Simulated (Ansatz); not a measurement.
# BrFH3InO2: the cost of one run

All numbers below are computed with Ansatz 0.2.0 (RKS revPBE-D4/def2-SVP).

### Step 1. Starting point

Bond lengths: In1–Br2 3.059 Å, In1–O3 1.937 Å, In1–O4 1.937 Å, In1–F6 2.364 Å, O3–H7 0.957 Å, O4–H8 0.958 Å. Angles: Br2–In1–O3 112.1°, Br2–In1–O4 117.7°, Br2–In1–F6 66.5°, O3–In1–O4 125.3°, O3–In1–F6 113.6°, O4–In1–F6 105.8°, In1–O3–H7 112.9°, In1–O4–H8 111.8°.

Coordinates:

```xyz
8

In   -0.5245   -0.3310   -0.0103
Br    0.4197    2.4817   -0.7564
O    -0.8117   -1.4423   -1.5705
O    -1.3919   -0.5653    1.7059
H     1.6799    1.1685    0.0465
F     1.7580    0.0533    0.4683
H    -0.2263   -1.2239   -2.2960
H    -0.9033   -0.1411    2.4126
```

### Step 2. Pulling towards end A

Springs on the bonds that form and break draw the guess towards this end; the thresholds are loose.

input.yaml

```yaml
crystal:
  periodic: [false, false, false]
  atoms:
    - { symbol: In, position_ang: [-0.5245, -0.331, -0.0103] }
    - { symbol: Br, position_ang: [0.4197, 2.4817, -0.7564] }
    - { symbol: O, position_ang: [-0.8117, -1.4423, -1.5705] }
    - { symbol: O, position_ang: [-1.3919, -0.5653, 1.7059] }
    - { symbol: H, position_ang: [1.6799, 1.1685, 0.0465] }
    - { symbol: F, position_ang: [1.758, 0.0533, 0.4683] }
    - { symbol: H, position_ang: [-0.2263, -1.2239, -2.296] }
    - { symbol: H, position_ang: [-0.9033, -0.1411, 2.4126] }
basis:
  gaussian: { orbitals: def2-SVP }
hamiltonian:
  xc: revpbe
  dispersion: d4
relax:
  f_tol: 0.15
  max_steps: 25
  restrain:
    - { distance: [0, 5], at: 3.29, k: 30.0 }
    - { distance: [4, 1], at: 2.81, k: 30.0 }
    - { distance: [0, 1], at: 2.62, k: 30.0 }
    - { distance: [4, 5], at: 0.88, k: 30.0 }
```

Launch:

```
$ ansatz run input.yaml --threads 2 --pin off --max-ram 3072MiB --backend cpu --events-out ev --progress --plain --runs-dir out
```

What time and memory should one allow on 2 threads of AMD EPYC 9R45 (Zen 5), shared host?

About 6.9 s, with a peak of 0.18 GiB.
